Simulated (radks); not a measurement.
# Re in [Kr] 4d10 4f14 5s2 5p5.5 5d5 6s2 7s0.5: an all-electron calculation

What are the levels of neutral rhenium, how large are its shells, and how does its energy divide?

Method: Dirac Kohn-Sham, BLYP, spin-unpolarised, spherical densities, finite nucleus; open shells fill j = l - 1/2 first. Code: radks (a radial shooting solver on a logarithmic mesh, Libxc functionals) version 1.

## Step 1: The atom as given

* element: rhenium (Z = 75)
* charge: 0
* electrons: 75
* configuration: [Kr] 4d10 4f14 5s2 5p5.5 5d5 6s2 7s0.5
* nuclear rms radius: 5.3698 fm

## Step 2: Self-consistent calculation

The run's settings:

```text
Z 75
configuration [Kr] 4d10 4f14 5s2 5p5.5 5d5 6s2 7s0.5
relativity Dirac
functional b88,lyp
spin unpolarised
j_filling energy
nucleus finite rms 5.3698 fm
c 137.035999084
```

**Question.** What will this run give?

As calculated:

| quantity | value |
| --- | --- |
| total energy | -16715.1693 hartree |
| exchange-correlation share of it | 2.00 % |
| −T/E | 1.1303 |
| highest occupied level | 7s1/2, -0.901 eV |
| most extended occupied level | 7s1/2, <r> = 9.71 bohr |
| radius at density 0.001 e/bohr³ | 4.54 bohr |
| maxima of the radial density | 5 |

What this shows: The radial density shows 5 maxima for 7 occupied principal shells; where shells overlap, one shows as a shoulder or not at all. −T/E is 1.130: with relativity the kinetic term as defined here no longer equals −E. This is not the tabulated ground configuration, so its levels and sizes aren't those of the ground state, and no measured value stands beside it.
